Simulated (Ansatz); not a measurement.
# Al2Cl: a trial structure relaxed

The task: take a trial cell of Al2Cl to zero force and stress.

Method: DFT PBE, scalar-relativistic, plane waves, PAW, in Ansatz 0.2.0.

1 further run of the same task is left out (it didn't finish).

## Step 1: Starting point

The structure is cubic, space group Fd-3m (No. 227). Conventional cell: a = 8.118 Å, b = 8.118 Å, c = 8.118 Å, α = 90.00°, β = 90.00°, γ = 90.00°. Around Al (site symmetry -3m) lie 6 Al at 2.87 Å and 6 Cl at 3.37 Å. Cl (site symmetry -43m) is surrounded by 12 Al at 3.37 Å.

Structure file:

```cif
data_structure
_symmetry_space_group_name_H-M 'Fd-3m:1'
_symmetry_Int_Tables_number 227
_cell_length_a 8.1184
_cell_length_b 8.1184
_cell_length_c 8.1184
_cell_angle_alpha 90.000
_cell_angle_beta 90.000
_cell_angle_gamma 90.000
_cell_volume 535.08
loop_
_atom_site_label
_atom_site_type_symbol
_atom_site_symmetry_multiplicity
_atom_site_Wyckoff_symbol
_atom_site_fract_x
_atom_site_fract_y
_atom_site_fract_z
_atom_site_occupancy
Al1 Al 16 d 0.12500 0.62500 0.12500 1
Cl1 Cl 8 a 0.50000 0.00000 0.50000 1
```

The cell is invented: species swapped into a database cell of ZrNi2 (Fd-3m, No. 227), with Cl on the Zr sites and Al on the Ni sites. Lengths come from tabulated atomic sizes and are only a guess.

## Step 2: Probe: one point on a coarse mesh

Contents of input.yaml:

```yaml
crystal:
  lattice:
    - [0.0, 4.05921901, 4.05921901]
    - [4.05921901, 0.0, 4.05921901]
    - [4.05921901, 4.05921901, 0.0]
  atoms:
    - { symbol: Al, position: [0.125, 0.125, 0.125] }
    - { symbol: Al, position: [0.625, 0.125, 0.125] }
    - { symbol: Al, position: [0.125, 0.625, 0.125] }
    - { symbol: Al, position: [0.125, 0.125, 0.625] }
    - { symbol: Cl, position: [0.5, 0.5, 0.5] }
    - { symbol: Cl, position: [0.75, 0.75, 0.75] }
basis:
  ecutwfc: 420
kpoints:
  mp_grid: { grid: [4, 4, 4] }
hamiltonian:
  xc: pbe
scf:
  occupations: { method: gaussian, width: 0.1 }
  lower_state_search: "off"
output:
  forces: true
  stress: true
  eigenvalues: true
```

Command:

```console
$ ansatz run input.yaml --threads 1 --pin off --max-ram 2560MiB --backend cpu --events-out ev --progress --plain --runs-dir out
```

What it wrote, shortened:

```text
[...]
SCF converged after 6 iterations
Free energy (F): -4308.494952 eV
[...]
E sigma→0 (E₀):  -4308.490673 eV
Entropy (-TS):   -0.008560 eV (-1.427 meV/atom)
Fermi energy:    4.849184 eV
[...]
--- Forces (eV/Å), atoms counted from 1 ---
  atom   1  Al     0.00000000     0.00000000     0.00000000
  atom   2  Al    -0.00000000     0.00000000    -0.00000000
  atom   3  Al    -0.00000000    -0.00000000     0.00000000
  atom   4  Al    -0.00000000     0.00000000    -0.00000000
  atom   5  Cl     0.00000000     0.00000000     0.00000000
  atom   6  Cl    -0.00000000     0.00000000     0.00000000
[...]
--- Stress (GPa, compression-positive) ---
       -0.777515       0.000000       0.000000
       -0.000000      -0.777515       0.000000
       -0.000000      -0.000000      -0.777515
  P = ⅓ Tr σ = -0.7775 GPa (-7.775 kbar)
--- Band table (eV; the first three rows and the last of 8) ---
  k-point 0: bands = ["-10.4149", "-9.7692", "-2.8072", "0.9418", "0.9418", "0.9418", "1.1105", "1.1105", "1.1105", "1.3793", "3.0962", "3.0962", "3.0962", "5.4570", "5.4570", "5.6794", "5.6794", "5.6794", "9.5174"]
[...]
```

Run time: 1.9 s. Hardware: 1 thread of Intel Xeon at 2.70GHz, shared host; peak memory 0.36 GiB.

Read-out: pressure -0.8 GPa, largest force 0.00 eV/Å, gap on this mesh none (metal). The relaxation goes to the converged mesh at once.

## Step 3: Relaxation on the finer mesh

Changes to input.yaml since step 2:

```diff
@@ -15,3 +15,3 @@
 kpoints:
-  mp_grid: { grid: [4, 4, 4] }
+  mp_grid: { grid: [8, 8, 8] }
 hamiltonian:
@@ -20,3 +20,2 @@
   occupations: { method: gaussian, width: 0.1 }
-  lower_state_search: "off"
 output:
@@ -25 +24,10 @@
   eigenvalues: true
+  write_density: true
+  write_potential: true
+  elf: true
+  volumetric_format: npy
+relax:
+  adjacent_minimum: "off"
+  f_tol: 0.01
+  max_steps: 80
+  cell: { stress_tol: 0.05 }
```

Command:

```console
$ ansatz run input.yaml --threads 1 --pin off --max-ram 2560MiB --backend cpu --events-out ev --progress --plain --runs-dir out
```

What it wrote, shortened:

```text
Warning: RAYON_NUM_THREADS=1 ignored (pool sized by the plan → 1); use --threads N
[...]
Pseudopotentials: kind: paw
Pseudopotential: Al, paw, valence charge 3, recommended cutoff 420 eV (normal), Al.paw.azcp
Pseudopotential: Cl, paw, valence charge 7, recommended cutoff 420 eV (normal), Cl.paw.azcp
Functional definition: PBE
[...]
Crystal: 6 atoms, lattice volume = 133.770 Å³
Basis set: ecut = 420 eV, 2685 PW (Γ), exchange–correlation on 80×80×80 points (8 copies of the dense FFT grid, shifted against one another)
Bands: 19, of which v1, the nominal top of the filled ones, is band 13 counted from 1 (12 counted from 0)
Symmetry: 48 space group operations
Space group: Fd-3m (ITA 227), of the structure as read, at distance tolerance 5.1e-5 Å
k-points: 29 of 512
[...]
SCF iter   1: F=—  HF=-4308.422203 eV  |F-HF|=—  |Δ(HF+E_count)|=         —  Δρ=2.22e-3  dr2=1.48e-2  ethr=1.77e-3  ⟨swp⟩=8.2  Hψ=3358  notcnv=0
[...]
  P = ⅓ Tr σ = 0.0004 GPa (0.004 kbar)
--- Band table (eV; the first three rows and the last of 29) ---
  k-point 0: bands = ["-10.3372", "-9.6577", "-2.6831", "1.0252", "1.0252", "1.0252", "1.2016", "1.2016", "1.2016", "1.5144", "3.3006", "3.3006", "3.3006", "5.6137", "5.6137", "5.8777", "5.8777", "5.8777", "9.7158"]
[...]
--- Relaxed structure (3 steps of the walk, 3 accepted, 1 SCFs on fresh bases) ---
  F+E_penalty+E_count = -4308.42430951 eV   max|allowed force component| = 4.819e-17 eV/Å   (the final SCF, on the basis selected at the relaxed cell)
  cell:  # Å, volume = 131.3014 Å³
    - [-3.2482996709709386e-34, 4.034098107632929, 4.034098107632929]
    - [4.034098107632929, 3.948913325494082e-34, 4.034098107632929]
    - [4.034098107632929, 4.034098107632929, 3.503068272615718e-34]
  atoms:
    - { symbol: Al, position: [0.125, 0.125, 0.125] }
    - { symbol: Al, position: [0.625, 0.125, 0.125] }
    - { symbol: Al, position: [0.125, 0.625, 0.125] }
    - { symbol: Al, position: [0.125, 0.125, 0.625] }
    - { symbol: Cl, position: [0.5, 0.5, 0.5] }
    - { symbol: Cl, position: [0.75, 0.75, 0.75] }
```

It took 18 s on 1 thread of Intel Xeon at 2.70GHz, shared host; peak memory 0.42 GiB.

Step by step:

```
step  energy from step 1 (eV/cell)  largest force component (eV/Å)  pressure (GPa)  volume (Å³)
   1                        0.0000                          0.0000           -0.68       133.77
   2                       -0.0054                          0.0000           -0.13       131.77
   3                       -0.0056                          0.0000            0.00       131.30
   4                       -0.0053                          0.0000            0.00       131.30
```

Step 1 is the start. Step 4 repeats the geometry before it on a plane-wave basis chosen anew for that cell, so its energy need not be comparable with the rows above.

Lengths and angles in the start's conventional setting:

|  | before | after | change |
| --- | --- | --- | --- |
| a (Å) | 8.118 | 8.068 | -0.6 % |
| b (Å) | 8.118 | 8.068 | -0.6 % |
| c (Å) | 8.118 | 8.068 | -0.6 % |
| volume (Å³/atom) | 22.29 | 21.88 | -1.8 % |
| shortest distance (Å) | 2.870 | 2.853 | -0.6 % |
| space group (0.01 Å) | Fd-3m | Fd-3m | same |

The run keeps the 48 symmetry operations of the start, so it could not have lowered the symmetry.

The maps below are laid out on this run's own conventional cell (a, b, c = 8.068, 8.068, 8.068 Å).

Density in a lattice plane of the grid's cell (edges 8.07 and 8.07 Å, at 0.125 of the third edge), which holds Al.

Ten even steps from ' ' (0.05 e/Å³) to '@' (0.54 e/Å³):
```
--::....            ::++##++--..    ..::::..::--
::....              ..::::::..    ..::::    ..::
::..    ..::::::..              ....::::..    ::
..    ..--++##++::          ......::----::....::
      ..==##@@##==..      ..::::::------::::::..
        ::++##++--..    ..::....::----::......  
        ..::::::..    ..::::    ..::::....      
::::..              ....::::..    ::::..    ..::
##++::            ....::----::....::..    ..--++
@@##==..      ..::::----------::::..      ..==##
##++--..    ..::::..::----::....            ::++
::::..    ..::::    ..::::....              ..::
        ....::::..    ::::..    ..::::::..      
    ......::----::....::..    ..--++##++::      
  ..::::::------::::::..      ..==##@@##==..    
..::....::----::......          ::++##++--..    
::::    ..::::....              ..::::::..    ..
::::..    ::::..    ..::::::..              ....
----::....::..    ..--++##++::            ....::
------::::..      ..==##@@##==..      ..::::----
```
Columns run along the first of these edges and rows up along the second, over one cell in 24 and 20 even steps from the bottom left corner. Atoms in the plane (fractional): Al at (0.12, 0.12), Al at (0.62, 0.62), Al at (0.38, 0.38), Al at (0.88, 0.88).

ELF in the same plane.

Ten even steps from '0' (0.05) to '9' (0.81):
```
975431000268986202675369
852111100025652114751515
841124542000111126861625
620268986200013457895357
200379997300257888888875
000268986202675359875431
100024542114852616862111
652000111125851515741125
986200013457996357620268
997300267898889876200379
986202675369975431000268
652114751515852111100025
111126861625841124542000
013457895357620268986200
257888888875200379997300
675359875431000268986202
852616862111100024542114
851515741125652000111125
996357620268986200013457
889876200379997300267898
```
Columns run along the first of these edges and rows up along the second, over one cell in 24 and 20 even steps from the bottom left corner. Atoms in the plane (fractional): Al at (0.12, 0.12), Al at (0.62, 0.62), Al at (0.38, 0.38), Al at (0.88, 0.88).

Both are smooth fields of the valence electrons: close to the nuclei they are not physical.

Outside the cores ELF peaks at 0.87 in the shell around Cl, 0.7 Å from Cl; 0.81 on the Al–Al line, 1.0 Å from Al.

## Step 4: Outcome

| quantity | value |
| --- | --- |
| symmetry at the end (tolerance 0.05 Å) | space group Fd-3m (No. 227) |
| conventional cell | a = 8.068 Å, b = 8.068 Å, c = 8.068 Å, α = 90.00°, β = 90.00°, γ = 90.00° |
| volume | 21.88 Å³/atom |
| energy over the elements (uncorrected; H, N, O, F and Cl as molecules) | +0.08 eV/atom |
| gap on the mesh | none (metal) |

What this shows: The space group Fd-3m (No. 227) is kept, and the volume per atom shrinks by 1.8 % from the first guess. The formation energy is positive, so the separate elements lie lower. No finished test with a distortion of lower symmetry is shown, so the end may be a saddle point. The final runs have no spin polarisation, so no magnetic state was tried and one may lie lower.
